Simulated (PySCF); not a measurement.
# C2H7BOSi: the cost of one run

The runs use PySCF 2.14.0, with density-fitted response routines of our own; the level of theory stands in each step. All values are computed, except where a source is named. Atoms count from 0, in the outputs and in this text.

### 1 The starting structure

12 atoms, charge 0, multiplicity 1; geometry from: GFN2-xTB. The atoms were then displaced at random by about 0.01 Å, so the start is not that level's minimum.

Bonds of the start (Å): B0–C1 1.55, C1–C2 1.35, C2–O3 1.29, O3–Si4 1.67, B0–H5 1.18, B0–H6 1.16, C1–H7 1.08, C2–H8 1.11, Si4–H9 1.43, Si4–H10 1.48, Si4–H11 1.47.

### 2 Geometry optimisation at PBE0-D3(BJ)/def2-SVP

The job: settings as JSON, then the geometry in Å.

```
{"job": {"xc": "PBE0", "basis": "def2-SVP", "d3": "d3bj", "grid": 1, "shake": 0.01, "kind": "geom"}, "charge": 0, "multiplicity": 1}
B      2.712420     0.160990     0.419220
C      1.421330    -0.179070    -0.361330
C      0.172800     0.052020     0.106650
O     -0.880930    -0.258880    -0.563540
Si    -2.512100    -0.113250    -0.258970
H      2.597970     0.691320     1.467180
H      3.755300    -0.035780    -0.040890
H      1.486680    -0.633320    -1.343060
H      0.041290     0.521160     1.106000
H     -3.046530    -0.686830    -1.458910
H     -2.865690    -0.852510     0.972820
H     -2.842840     1.305870    -0.054210
```

Run with:

```bash
$ OMP_NUM_THREADS=1 python probes_run.py task.json out
```

One launch serves the whole session: the jobs run in the order shown.

Q: Estimate the wall time and peak memory of this first job on 1 thread of Arm Neoverse V1, shared host.

About 33 s, with a peak of 0.44 GiB.
